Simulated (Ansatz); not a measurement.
**CH7ClSi2 (SMILES [SiH3]C[SiH2]Cl) at BLYP/def2-SVP**

Aim: the vertical ionisation energy of CH7ClSi2 at BLYP/def2-SVP, from 2 runs. 

The calculation is run with Ansatz 0.2.0.

49 further runs of the same task are left out: 49 set aside as unsound or not needed.

### 1 The system as given

The species is CH7ClSi2 (11 atoms), meant as a singlet with charge 0. As SMILES, `[SiH3]C[SiH2]Cl`. The shape is that of a PBE0-D4/def2-TZVP optimisation. This is one conformer, not always the lowest.

Bond lengths: Si1–C2 1.877 Å, C2–Si3 1.856 Å, Si3–Cl4 2.062 Å, Si1–H5 1.486 Å, Si1–H6 1.487 Å, Si1–H7 1.487 Å, C2–H8 1.095 Å, C2–H9 1.095 Å, Si3–H10 1.483 Å, Si3–H11 1.483 Å. Some angles: Si1–C2–Si3 114.4°, C2–Si3–Cl4 110.3°, Si1–C2–H8 108.8°, Si1–C2–H9 108.8°, Si3–C2–H8 108.7°, Si3–C2–H9 108.7°, C2–Si1–H5 110.5°, C2–Si1–H6 110.2°, C2–Si1–H7 110.2°, C2–Si3–H10 111.0°.

### 2 The energy at BLYP/def2-SVP

The input, molecule.yaml:

```yaml
crystal:
  periodic: [false, false, false]
  atoms:
    - {symbol: Si, position_ang: [1.006300, 1.285600, -0.182900]}
    - {symbol: C, position_ang: [-0.570400, 0.282700, -0.356100]}
    - {symbol: Si, position_ang: [-0.499800, -1.397400, 0.429000]}
    - {symbol: Cl, position_ang: [-2.287500, -2.388300, 0.158700]}
    - {symbol: H, position_ang: [0.854300, 2.610700, -0.838800]}
    - {symbol: H, position_ang: [1.323900, 1.497600, 1.254200]}
    - {symbol: H, position_ang: [2.143300, 0.566700, -0.816300]}
    - {symbol: H, position_ang: [-1.397400, 0.844300, 0.091100]}
    - {symbol: H, position_ang: [-0.797200, 0.162700, -1.420800]}
    - {symbol: H, position_ang: [0.561500, -2.228800, -0.187700]}
    - {symbol: H, position_ang: [-0.271500, -1.292800, 1.890200]}
basis:
  gaussian: {orbitals: def2-SVP}
hamiltonian: {xc: {name: BLYP}}
accuracy: high
output: {orbitals: {seedname: orbitals}}
```

Started as:

```bash
$ ansatz run molecule.yaml --threads 1 --pin off --max-ram 2610MiB --events-out events.jsonl --progress --plain --runs-dir runs
```

What it wrote:

```text
Warning: RAYON_NUM_THREADS=1 ignored (pool sized by the plan → 1); use --threads N
Functional definition: BLYP
  name "BLYP"
  parameter beta = 0.0042
  parameter a = 0.04918
  parameter b = 0.132
  parameter c = 0.2533
  parameter d = 0.349
  exchange = b88_x(beta = beta)
  correlation = lyp_c(a = a, b = b, c = c, d = d)
2292 factors; integrals over basis functions are off by at most 1.0e-8 eV
mean field evaluation 1: about -29411.1512 eV, gradient 5.6e1 eV
mean field evaluation 2: about -29398.2374 eV, gradient 8.1e1 eV
mean field evaluation 4: about -29419.0659 eV, gradient 3.5e0 eV
mean field evaluation 8: about -29419.0924 eV, gradient 2.4e-1 eV
mean field evaluation 16: about -29419.0926 eV, gradient 7.1e-6 eV
mean field -29419.09259478 eV, -1081.1317118810 hartree, gradient 5.5e-8 eV, S^2 0.000000; 0 other end points of the search recorded, 0 dependent functions left out
reference -29419.09265667 eV, -1081.1317141552 hartree; 29, 29 occupied and 74, 74 virtual orbitals, 2292 factors
Total energy: -29419.09265667 eV, -1081.1317141552 hartree
```

Run time: 8.4 s. Hardware: 1 thread of Arm Neoverse V2, shared host; peak memory 0.28 GiB.

### 3 The doublet cation at the same level

The input, run.yaml:

```yaml
crystal:
  periodic: [false, false, false]
  atoms:
    - {symbol: Si, position_ang: [1.006300, 1.285600, -0.182900]}
    - {symbol: C, position_ang: [-0.570400, 0.282700, -0.356100]}
    - {symbol: Si, position_ang: [-0.499800, -1.397400, 0.429000]}
    - {symbol: Cl, position_ang: [-2.287500, -2.388300, 0.158700]}
    - {symbol: H, position_ang: [0.854300, 2.610700, -0.838800]}
    - {symbol: H, position_ang: [1.323900, 1.497600, 1.254200]}
    - {symbol: H, position_ang: [2.143300, 0.566700, -0.816300]}
    - {symbol: H, position_ang: [-1.397400, 0.844300, 0.091100]}
    - {symbol: H, position_ang: [-0.797200, 0.162700, -1.420800]}
    - {symbol: H, position_ang: [0.561500, -2.228800, -0.187700]}
    - {symbol: H, position_ang: [-0.271500, -1.292800, 1.890200]}
basis:
  gaussian:
    orbitals: def2-SVP
total_charge: 1
magnetization:
  spin_polarized: true
  initial_magnetization: 1
hamiltonian:
  xc: {name: BLYP}
accuracy: high
output:
  orbitals: {seedname: orbitals}
```

Started as:

```bash
$ ansatz run run.yaml --threads 1 --pin off --max-ram 2610MiB --events-out events.jsonl --progress --plain --runs-dir runs
```

What it wrote, cut to the lines that bear on the results:

```text
Warning: RAYON_NUM_THREADS=1 ignored (pool sized by the plan → 1); use --threads N
[... 9 set-up lines as earlier in the session ...]
2288 factors; integrals over basis functions are off by at most 1.0e-8 eV
mean field evaluation 1: about -29394.6172 eV, gradient 5.1e1 eV
mean field evaluation 2: about -29344.9325 eV, gradient 9.0e1 eV
mean field evaluation 4: about -29404.1845 eV, gradient 2.0e1 eV
mean field evaluation 8: about -29408.3233 eV, gradient 8.1e0 eV
mean field evaluation 16: about -29409.1826 eV, gradient 2.4e-2 eV
mean field evaluation 32: about -29409.1826 eV, gradient 6.5e-7 eV
mean field evaluation 64: about -29409.0927 eV, gradient 1.2e0 eV
mean field -29409.18264104 eV, -1080.7675277983 hartree, gradient 6.7e-8 eV, S^2 0.752327; 10 other end points of the search recorded, 0 dependent functions left out
reference -29409.18270362 eV, -1080.7675300981 hartree; 29, 28 occupied and 74, 75 virtual orbitals, 2288 factors
Total energy: -29409.18270362 eV, -1080.7675300981 hartree
```

Run time: 30 s. Hardware: 1 thread of Arm Neoverse V2, shared host; peak memory 0.38 GiB.

### 4 What came out

Level: BLYP/def2-SVP.

```
                                          quantity           value
                    singlet CH7ClSi2: total energy  -1081.13171 Eh
                     singlet CH7ClSi2: HOMO energy        -6.99 eV
                     singlet CH7ClSi2: LUMO energy        -0.33 eV
                   singlet CH7ClSi2: HOMO–LUMO gap         6.66 eV
                      doublet cation: total energy  -1080.76753 Eh
doublet cation: HOMO energy (highest over α and β)       -12.73 eV
 doublet cation: LUMO energy (lowest over α and β)       -12.71 eV
                              doublet cation: ⟨S²⟩           0.752
vertical ionisation energy (to the doublet cation)        9.910 eV
```

In words: Removing an electron at fixed nuclei costs 9.91 eV (956 kJ/mol). −ε(HOMO) before ionisation, 6.99 eV, is 2.92 eV below this ionisation energy.
